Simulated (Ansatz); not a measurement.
# HfH2 (singlet): from Hartree-Fock to the top rungs at angle H2–Hf1–H3 = 157.6°, def2-SVP

How much of the correlation energy of HfH2 (singlet) does each wave-function method recover here?

The runs use Ansatz 0.2.0, Gaussian basis; def2-SVP, core rule «outside noble gas», up to 4 orbitals frozen.

The runs, in order: UHF; CCSD(T) on RHF; CCSD(T) on UHF; CISD; CCSDT(Q) on RHF; CCSDT(Q) on UHF; CASSCF and MRCISD+Q, 2 electrons in 2 orbitals; CASSCF and NEVPT2, 2 electrons in 2 orbitals; Full CI.

19 further runs of the same task are left out: 14 for a known fault of the program, 4 that didn't finish, 1 set aside as unsound or not needed.

## Step 1: The system

The geometry derives from a PBE0/def2-TZVP stationary point (not a proven minimum). One angle is set to the value named; bond lengths are kept. No spin-orbit coupling is included. Elements past krypton take def2 core potentials.

3 atoms, charge 0, spin multiplicity 1.

Atoms are counted from 1 here; the program's logs count them from 0.

Bond lengths: Hf1–H2 1.912 Å, Hf1–H3 1.912 Å. Angles: H2–Hf1–H3 157.6°.

In the tables R marks a restricted determinant and U an unrestricted one; 'pair' is the active space of 2 electrons in 2 orbitals; energies count from the table's Hartree-Fock row.

## Step 2: UHF

Contents of in.yaml:

```yaml
crystal:
  periodic: [false, false, false]
  atoms:
    - {symbol: Hf, position_ang: [-0.004147, 0.000000, 0.000000]}
    - {symbol: H, position_ang: [0.367190, 0.000000, -1.875390]}
    - {symbol: H, position_ang: [0.367190, 0.000000, 1.875390]}
basis:
  gaussian: {orbitals: def2-SVP}
magnetization: {spin_polarized: true, initial_magnetization: 0}
hamiltonian: {xc: hf}
output: {orbitals: {seedname: orbitals}}
```

Command:

```bash
$ ansatz run in.yaml --threads 1 --pin off --events-out ev --progress --plain --max-ram 2393MiB
```

The program printed:

```text
Functional definition: HF
  name "HF"
  cite "Fock, Z. Phys. 61, 126 (1930) doi:10.1007/BF01340294"
  parent pbe
  exchange = exact_x
  correlation = 0
430 factors; integrals over basis functions are off by at most 1.0e-3 eV
mean field evaluation 1: about -1318.2966 eV, gradient 1.1e1 eV
mean field evaluation 2: about -1318.2997 eV, gradient 1.1e1 eV
mean field evaluation 4: about -1319.5440 eV, gradient 1.0e0 eV
mean field evaluation 8: about -1319.5656 eV, gradient 2.7e-3 eV
mean field evaluation 16: about -1319.9932 eV, gradient 1.1e-2 eV
mean field evaluation 32: about -1319.9875 eV, gradient 3.7e-1 eV
mean field evaluation 64: about -1318.2966 eV, gradient 1.1e1 eV
mean field evaluation 96: about -1319.6535 eV, gradient 1.9e0 eV
mean field evaluation 128: about -1318.6241 eV, gradient 2.1e0 eV
mean field evaluation 160: about -1319.4983 eV, gradient 2.9e0 eV
mean field evaluation 192: about -1318.8904 eV, gradient 6.1e-2 eV
mean field -1319.99336112 eV, -48.5088612974 hartree, gradient 9.0e-6 eV, S^2 0.844890; 7 other end points of the search recorded, 0 dependent functions left out
reference -1319.99336112 eV, -48.5088612974 hartree; 7, 7 occupied and 35, 35 virtual orbitals, 430 factors
Total energy: -1319.99336112 eV, -48.5088612974 hartree
```

Run time: 0.99 s. Hardware: 1 thread of Arm Neoverse V2, shared host.

From the report: ⟨S²⟩ of the determinant 0.845 (pure singlet: 0.00). The determinant is far from a pure spin state, so its energy mixes those of several spin states (harmless only where they are near-degenerate, as at dissociation).

The unrestricted solution breaks the spin symmetry, so the restricted determinant is unstable here.

## Step 3: CCSD(T) on RHF

Changes to in.yaml since step 2:

```diff
@@ -8,4 +8,3 @@
   gaussian: {orbitals: def2-SVP}
-magnetization: {spin_polarized: true, initial_magnetization: 0}
-hamiltonian: {xc: hf}
-output: {orbitals: {seedname: orbitals}}
+magnetization: {spin_polarized: false}
+correlation: {method: ccsd_t, electrons: outside_noble_gas}
```

Launched as before.

The program printed, shortened:

```text
Functional definition: HF
  name "HF"
  cite "Fock, Z. Phys. 61, 126 (1930) doi:10.1007/BF01340294"
  parent pbe
[...]
430 factors; integrals over basis functions are off by at most 1.0e-3 eV
[...]
mean field -1319.56557737 eV, -48.4931405348 hartree, gradient 2.5e-6 eV, S^2 0.000000; 0 other end points of the search recorded, 0 dependent functions left out; unrestricted orbitals would lower it
[...]
4 core orbitals not correlated: weight in the atoms' cores, before any rotation towards them, 0.999 or more for the frozen orbitals, at most 0.000 for the correlated occupied ones
reference -1319.56557737 eV, -48.4931405348 hartree; 3, 3 occupied and 35, 35 virtual orbitals, 430 factors
second order -2.04205027 eV of doubles, -0.00000000 eV of singles
cycle   1  -2.45507151 eV  change   -4.1e-1 eV  update   6.9e-2
[...]
cycle  15  -2.77428792 eV  change   -1.9e-6 eV  update   3.5e-6
perturbative correction -0.08153052 eV, -0.0029961913 hartree
Total energy: -1322.42139582 eV, -48.5980899268 hartree
```

It took 0.51 s on 1 thread of Arm Neoverse V2, shared host.

From the report: correlation -2.8558 eV; T1 0.018; largest double amplitude 0.20.

## Step 4: CCSD(T) on UHF

Changes to in.yaml since step 3:

```diff
@@ -8,3 +8,3 @@
   gaussian: {orbitals: def2-SVP}
-magnetization: {spin_polarized: false}
+magnetization: {spin_polarized: true, initial_magnetization: 0}
 correlation: {method: ccsd_t, electrons: outside_noble_gas}
```

Launched as before.

The program printed, shortened:

```text
Functional definition: HF
  name "HF"
  cite "Fock, Z. Phys. 61, 126 (1930) doi:10.1007/BF01340294"
  parent pbe
[...]
430 factors; integrals over basis functions are off by at most 1.0e-3 eV
[...]
mean field -1319.99336112 eV, -48.5088612974 hartree, gradient 1.3e-10 eV, S^2 0.844890; 27 other end points of the search recorded, 0 dependent functions left out
determinant -1319.99336112 eV, -48.5088612974 hartree, with singles and doubles -1322.30623221 eV, -48.5938577423 hartree
determinant -1319.99243339 eV, -48.5088272041 hartree, with singles and doubles -1322.30546804 eV, -48.5938296597 hartree
determinant -1319.18251195 eV, -48.4790631400 hartree, with singles and doubles -1321.83380952 eV, -48.5764965286 hartree
determinant -1319.18159667 eV, -48.4790295042 hartree, with singles and doubles -1321.82907215 eV, -48.5763224336 hartree
[...]
determinant -1319.18251195 eV, -48.4790631400 hartree, with singles and doubles -1321.87998008 eV, -48.5781932654 hartree
determinant -1319.18159667 eV, -48.4790295042 hartree, with singles and doubles -1321.87848486 eV, -48.5781383172 hartree
determinant -1319.56557737 eV, -48.4931405348 hartree, with singles and doubles -1322.33414336 eV, -48.5948834582 hartree
determinant -1319.56557737 eV, -48.4931405348 hartree, with singles and doubles -1322.33987388 eV, -48.5950940509 hartree
4 core orbitals not correlated: weight in the atoms' cores, before any rotation towards them, 0.999 or more for the frozen orbitals, at most 0.000 for the correlated occupied ones
reference -1319.99336112 eV, -48.5088612974 hartree; 3, 3 occupied and 35, 35 virtual orbitals, 430 factors
second order -1.72324523 eV of doubles, -0.00000000 eV of singles
cycle   1  -2.33592900 eV  change   -7.5e-7 eV  update   3.5e-6
perturbative correction -0.05495992 eV, -0.0020197397 hartree
Total energy: -1322.38425003 eV, -48.5967248445 hartree
```

Run time: 8.5 s. Hardware: 1 thread of Arm Neoverse V2, shared host.

From the report: ⟨S²⟩ of the determinant 0.845 (pure singlet: 0.00); correlation -2.3909 eV; T1 0.067; largest double amplitude 0.17. The determinant is far from a pure spin state, so its energy mixes those of several spin states (harmless only where they are near-degenerate, as at dissociation).

## Step 5: CISD

Changes to in.yaml since step 4:

```diff
@@ -8,3 +8,2 @@
   gaussian: {orbitals: def2-SVP}
-magnetization: {spin_polarized: true, initial_magnetization: 0}
-correlation: {method: ccsd_t, electrons: outside_noble_gas}
+correlation: {active_space: {ras: {orbitals: [3, 0, 35], electrons: 6, max_holes: 2, max_particles: 2}, fixed_orbitals: true}}
```

Same command.

The program printed:

```text
Functional definition: HF
  name "HF"
  cite "Fock, Z. Phys. 61, 126 (1930) doi:10.1007/BF01340294"
  parent pbe
  exchange = exact_x
  correlation = 0
430 factors; integrals over basis functions are off by at most 1.0e-3 eV
mean field evaluation 1: about -1318.2966 eV, gradient 1.6e1 eV
mean field evaluation 2: about -1318.2997 eV, gradient 1.6e1 eV
mean field evaluation 4: about -1319.5440 eV, gradient 1.4e0 eV
mean field evaluation 8: about -1319.5656 eV, gradient 2.3e-4 eV
mean field -1319.56557737 eV, -48.4931405348 hartree, gradient 2.5e-6 eV, S^2 0.000000; 0 other end points of the search recorded, 0 dependent functions left out
reference -1319.56557737 eV, -48.4931405348 hartree; 7, 7 occupied and 35, 35 virtual orbitals, 430 factors
state -1322.16081668 eV, -48.5885138202 hartree
Total energy: -1322.16081668 eV, -48.5885138202 hartree
```

Run time: 0.78 s. Hardware: 1 thread of Arm Neoverse V2, shared host.

From the report: 4,226 determinants.

## Step 6: CCSDT(Q) on RHF

Changes to in.yaml since step 5:

```diff
@@ -8,2 +8,3 @@
   gaussian: {orbitals: def2-SVP}
-correlation: {active_space: {ras: {orbitals: [3, 0, 35], electrons: 6, max_holes: 2, max_particles: 2}, fixed_orbitals: true}}
+magnetization: {spin_polarized: false}
+correlation: {method: ccsdt_q, electrons: outside_noble_gas}
```

The command is unchanged.

The program printed, shortened:

```text
Functional definition: HF
  name "HF"
  cite "Fock, Z. Phys. 61, 126 (1930) doi:10.1007/BF01340294"
  parent pbe
[...]
768 factors; integrals over basis functions are off by at most 1.5e-7 eV
[...]
mean field -1319.56559473 eV, -48.4931411727 hartree, gradient 2.5e-6 eV, S^2 0.000000; 0 other end points of the search recorded, 0 dependent functions left out; unrestricted orbitals would lower it
[...]
4 core orbitals not correlated: weight in the atoms' cores, before any rotation towards them, 0.999 or more for the frozen orbitals, at most 0.000 for the correlated occupied ones
reference -1319.56559473 eV, -48.4931411727 hartree; 3, 3 occupied and 35, 35 virtual orbitals, 768 factors
second order -2.04210961 eV of doubles, -0.00000000 eV of singles
cycle   1  -2.45511841 eV  change   -4.1e-1 eV  update   7.3e-2
[...]
cycle  21  -2.88855644 eV  change   -2.2e-7 eV  update   3.5e-7
perturbative correction -0.00279891 eV, -0.0001028582 hartree
Total energy: -1322.45695009 eV, -48.5993965223 hartree
```

Wall time 2.4 s (1 thread of Arm Neoverse V2, shared host).

From the report: correlation -2.8914 eV; T1 0.018; largest double amplitude 0.23.

## Step 7: CCSDT(Q) on UHF

Changes to in.yaml since step 6:

```diff
@@ -8,3 +8,3 @@
   gaussian: {orbitals: def2-SVP}
-magnetization: {spin_polarized: false}
+magnetization: {spin_polarized: true, initial_magnetization: 0}
 correlation: {method: ccsdt_q, electrons: outside_noble_gas}
```

Same command.

The program printed, shortened:

```text
Functional definition: HF
  name "HF"
  cite "Fock, Z. Phys. 61, 126 (1930) doi:10.1007/BF01340294"
  parent pbe
[...]
768 factors; integrals over basis functions are off by at most 1.5e-7 eV
[...]
mean field -1319.99337937 eV, -48.5088619681 hartree, gradient 4.7e-10 eV, S^2 0.844890; 27 other end points of the search recorded, 0 dependent functions left out
determinant -1319.99337937 eV, -48.5088619681 hartree, with singles and doubles -1322.30628958 eV, -48.5938598507 hartree
determinant -1319.99245144 eV, -48.5088278674 hartree, with singles and doubles -1322.30552521 eV, -48.5938317607 hartree
determinant -1319.18252814 eV, -48.4790637352 hartree, with singles and doubles -1321.83385304 eV, -48.5764981282 hartree
determinant -1319.18161286 eV, -48.4790300992 hartree, with singles and doubles -1321.82910959 eV, -48.5763238096 hartree
[...]
determinant -1319.18252814 eV, -48.4790637352 hartree, with singles and doubles -1321.88001640 eV, -48.5781946002 hartree
determinant -1319.18161286 eV, -48.4790300992 hartree, with singles and doubles -1321.87853030 eV, -48.5781399872 hartree
determinant -1319.56559473 eV, -48.4931411727 hartree, with singles and doubles -1322.33420174 eV, -48.5948856036 hartree
determinant -1319.56559473 eV, -48.4931411727 hartree, with singles and doubles -1322.33993323 eV, -48.5950962319 hartree
4 core orbitals not correlated: weight in the atoms' cores, before any rotation towards them, 0.999 or more for the frozen orbitals, at most 0.000 for the correlated occupied ones
reference -1319.99337937 eV, -48.5088619681 hartree; 3, 3 occupied and 35, 35 virtual orbitals, 768 factors
second order -1.72328331 eV of doubles, -0.00000000 eV of singles
cycle   1  -2.08537641 eV  change   -3.6e-1 eV  update   6.0e-2
[...]
cycle  36  -2.42444128 eV  change    4.9e-7 eV  update   5.0e-7
perturbative correction -0.00283965 eV, -0.0001043553 hartree
Total energy: -1322.42066030 eV, -48.5980628973 hartree
```

Run time: 23 s. Hardware: 1 thread of Arm Neoverse V2, shared host.

From the report: ⟨S²⟩ of the determinant 0.845 (pure singlet: 0.00); correlation -2.4273 eV; T1 0.093; largest double amplitude 0.21. The determinant is far from a pure spin state, so its energy mixes those of several spin states (harmless only where they are near-degenerate, as at dissociation).

## Step 8: CASSCF and MRCISD+Q, 2 electrons in 2 orbitals

Changes to in.yaml since step 7:

```diff
@@ -8,3 +8,2 @@
   gaussian: {orbitals: def2-SVP}
-magnetization: {spin_polarized: true, initial_magnetization: 0}
-correlation: {method: ccsdt_q, electrons: outside_noble_gas}
+correlation: {method: fic_mrcisd_q, electrons: outside_noble_gas, active_space: {window: {electrons: 2, orbitals: 2}}}
```

Launched as before.

The program printed, shortened:

```text
Functional definition: HF
  name "HF"
  cite "Fock, Z. Phys. 61, 126 (1930) doi:10.1007/BF01340294"
  parent pbe
[...]
430 factors; integrals over basis functions are off by at most 1.0e-3 eV
[...]
mean field -1319.56557737 eV, -48.4931405348 hartree, gradient 2.5e-6 eV, S^2 0.000000; 0 other end points of the search recorded, 0 dependent functions left out; unrestricted orbitals would lower it
reference -1319.56557737 eV, -48.4931405348 hartree; 7, 7 occupied and 35, 35 virtual orbitals, 430 factors
state -1319.92271256 eV, -48.5062650110 hartree
contracted CI cycle   1: correlation 0.00000000 eV, 0.0000000000 hartree, residual 1.08e1 eV
contracted CI cycle   2: correlation -2.19088271 eV, -0.0805134544 hartree, residual 1.74e0 eV
contracted CI cycle   3: correlation -2.27433232 eV, -0.0835801712 hartree, residual 7.43e-1 eV
contracted CI cycle   4: correlation -2.29721936 eV, -0.0844212544 hartree, residual 5.13e-1 eV
contracted CI cycle   5: correlation -2.30803510 eV, -0.0848187254 hartree, residual 2.89e-1 eV
contracted CI cycle   6: correlation -2.31154010 eV, -0.0849475318 hartree, residual 1.57e-1 eV
contracted CI cycle   7: correlation -2.31227036 eV, -0.0849743684 hartree, residual 7.02e-2 eV
contracted CI cycle   8: correlation -2.31241119 eV, -0.0849795440 hartree, residual 2.74e-2 eV
contracted CI cycle   9: correlation -2.31243491 eV, -0.0849804154 hartree, residual 1.09e-2 eV
contracted CI cycle  10: correlation -2.31243881 eV, -0.0849805587 hartree, residual 4.62e-3 eV
contracted CI cycle  11: correlation -2.31243964 eV, -0.0849805894 hartree, residual 2.05e-3 eV
contracted CI cycle  12: correlation -2.31243981 eV, -0.0849805955 hartree, residual 1.07e-3 eV
contracted CI cycle  13: correlation -2.31243985 eV, -0.0849805971 hartree, residual 4.95e-4 eV
state -1319.92271256 eV, -48.5062650110 hartree; corrected -1322.42272633 eV, -48.5981388222 hartree
Total energy: -1322.42272633 eV, -48.5981388222 hartree
```

Wall time 0.75 s (1 thread of Arm Neoverse V2, shared host).

From the report: 2 determinants; active occupations 1.74, 0.26.

## Step 9: CASSCF and NEVPT2, 2 electrons in 2 orbitals

Changes to in.yaml since step 8:

```diff
@@ -8,2 +8,2 @@
   gaussian: {orbitals: def2-SVP}
-correlation: {method: fic_mrcisd_q, electrons: outside_noble_gas, active_space: {window: {electrons: 2, orbitals: 2}}}
+correlation: {method: sc_nevpt2, electrons: outside_noble_gas, active_space: {window: {electrons: 2, orbitals: 2}}}
```

The command is unchanged.

The program printed:

```text
Functional definition: HF
  name "HF"
  cite "Fock, Z. Phys. 61, 126 (1930) doi:10.1007/BF01340294"
  parent pbe
  exchange = exact_x
  correlation = 0
430 factors; integrals over basis functions are off by at most 1.0e-3 eV
mean field evaluation 1: about -1318.2966 eV, gradient 1.6e1 eV
mean field evaluation 2: about -1318.2997 eV, gradient 1.6e1 eV
mean field evaluation 4: about -1319.5440 eV, gradient 1.4e0 eV
mean field evaluation 8: about -1319.5656 eV, gradient 2.3e-4 eV
mean field -1319.56557737 eV, -48.4931405348 hartree, gradient 2.5e-6 eV, S^2 0.000000; 0 other end points of the search recorded, 0 dependent functions left out; unrestricted orbitals would lower it
reference -1319.56557737 eV, -48.4931405348 hartree; 7, 7 occupied and 35, 35 virtual orbitals, 430 factors
state -1319.92271256 eV, -48.5062650110 hartree
state -1319.92271256 eV, -48.5062650110 hartree; corrected -1321.68851136 eV, -48.5711569198 hartree
Total energy: -1321.68851136 eV, -48.5711569198 hartree
```

Run time: 0.54 s. Hardware: 1 thread of Arm Neoverse V2, shared host.

From the report: 2 determinants; active occupations 1.74, 0.26.

## Step 10: Full CI

Changes to in.yaml since step 9:

```diff
@@ -8,2 +8,2 @@
   gaussian: {orbitals: def2-SVP}
-correlation: {method: sc_nevpt2, electrons: outside_noble_gas, active_space: {window: {electrons: 2, orbitals: 2}}}
+correlation: {method: fci, electrons: outside_noble_gas}
```

The command is unchanged.

The program printed:

```text
Functional definition: HF
  name "HF"
  cite "Fock, Z. Phys. 61, 126 (1930) doi:10.1007/BF01340294"
  parent pbe
  exchange = exact_x
  correlation = 0
768 factors; integrals over basis functions are off by at most 1.5e-7 eV
mean field evaluation 1: about -1318.2966 eV, gradient 1.6e1 eV
mean field evaluation 2: about -1318.2997 eV, gradient 1.6e1 eV
mean field evaluation 4: about -1319.5440 eV, gradient 1.4e0 eV
mean field evaluation 8: about -1319.5656 eV, gradient 2.3e-4 eV
mean field -1319.56559473 eV, -48.4931411727 hartree, gradient 2.5e-6 eV, S^2 0.000000; 0 other end points of the search recorded, 0 dependent functions left out; unrestricted orbitals would lower it
mean field evaluation 16: about -1319.6041 eV, gradient 2.7e1 eV
4 core orbitals not correlated: weight in the atoms' cores, before any rotation towards them, 0.999 or more for the frozen orbitals, at most 0.000 for the correlated occupied ones
reference -1319.56559473 eV, -48.4931411727 hartree; 3, 3 occupied and 35, 35 virtual orbitals, 768 factors
state -1322.45674716 eV, -48.5993890648 hartree
Total energy: -1322.45674716 eV, -48.5993890648 hartree
```

Run time: 3.5 min. Hardware: 1 thread of Arm Neoverse V2, shared host; peak memory 1.8 GiB.

From the report: 17,829,512 determinants, symmetry A1.

## Step 11: Natural occupations

Natural occupations of the FCI state about the gap (report; correlated orbitals 1 to 10): 1.954, 1.948, 1.723, 0.117, 0.117, 0.033, 0.019, 0.015, 0.013, 0.012. The count of effectively unpaired electrons, Σ n²(2 − n)², is 0.35; a single determinant of this spin has 0.

## Step 12: The ladder

The yardstick is full CI for this spin, exact in this basis with these frozen cores. Rows without a time come out of other runs: HF, MP2 and CCSD of CCSD(T), CCSDT of CCSDT(Q), CASSCF and MRCISD of the multireference runs.

Differences are taken before rounding.

```tsv
method	energy from the lowest RHF (meV)	from FCI (meV)	time
RHF	0.0	+2891.2	
UHF	-427.8	+2463.4	
RMP2	-2042.1	+849.1	
UMP2	-2151.0	+740.1	
CISD	-2595.2	+295.9	0.78 s
RCCSD	-2774.3	+116.9	
UCCSD	-2763.7	+127.5	
RCCSD(T)	-2855.8	+35.4	0.51 s
UCCSD(T)	-2818.7	+72.5	8.5 s
RCCSDT	-2888.6	+2.6	
UCCSDT	-2852.2	+38.9	
RCCSDT(Q)	-2891.4	-0.2	2.4 s
UCCSDT(Q)	-2855.1	+36.1	23 s
CASSCF pair	-357.1	+2534.0	
NEVPT2 pair	-2122.9	+768.2	0.54 s
MRCISD pair	-2669.6	+221.6	
MRCISD+Q pair	-2857.1	+34.0	0.75 s
FCI	-2891.2	0	3.5 min
```

Among the levels timed on like hardware and quicker than the yardstick, those that no quicker one beats, quickest first: RCCSD(T) (0.51 s, +35.4 meV); MRCISD+Q pair (0.75 s, +34.0 meV); RCCSDT(Q) (2.4 s, -0.2 meV). Runs this short are mostly start-up, so their order is noise.

## Step 13: What came out

| quantity | value |
| --- | --- |
| FCI below the RHF energy | -2.8912 eV |
| RMP2 from FCI | +849.1 meV |
| UMP2 from FCI | +740.1 meV |
| RCCSD from FCI | +116.9 meV |
| RCCSD(T) from FCI | +35.4 meV |
| UCCSD(T) from FCI | +72.5 meV |
| RCCSDT(Q) from FCI | -0.2 meV |
| UCCSDT(Q) from FCI | +36.1 meV |
| NEVPT2 pair from FCI | +768.2 meV |
| MRCISD+Q pair from FCI | +34.0 meV |
| levels within 1 kcal/mol (43 meV) | RCCSD(T), RCCSDT, UCCSDT, RCCSDT(Q), UCCSDT(Q), MRCISD+Q pair |
| T1 diagnostic | 0.018 |
| effectively unpaired electrons | 0.35 |

**Reading.** RCCSD(T) misses by +35.4 meV, 1.2 % of the correlation energy. CCSD(T) misses by +35.4 meV on the restricted determinant and by +72.5 meV on the unrestricted one; the two need not hold the same state or core. The occupations show some static correlation. Of the multireference levels listed MRCISD+Q pair comes nearest in total energy (+34.0 meV), which doesn't show that its space is the better one. These misses are within one basis, not against nature.
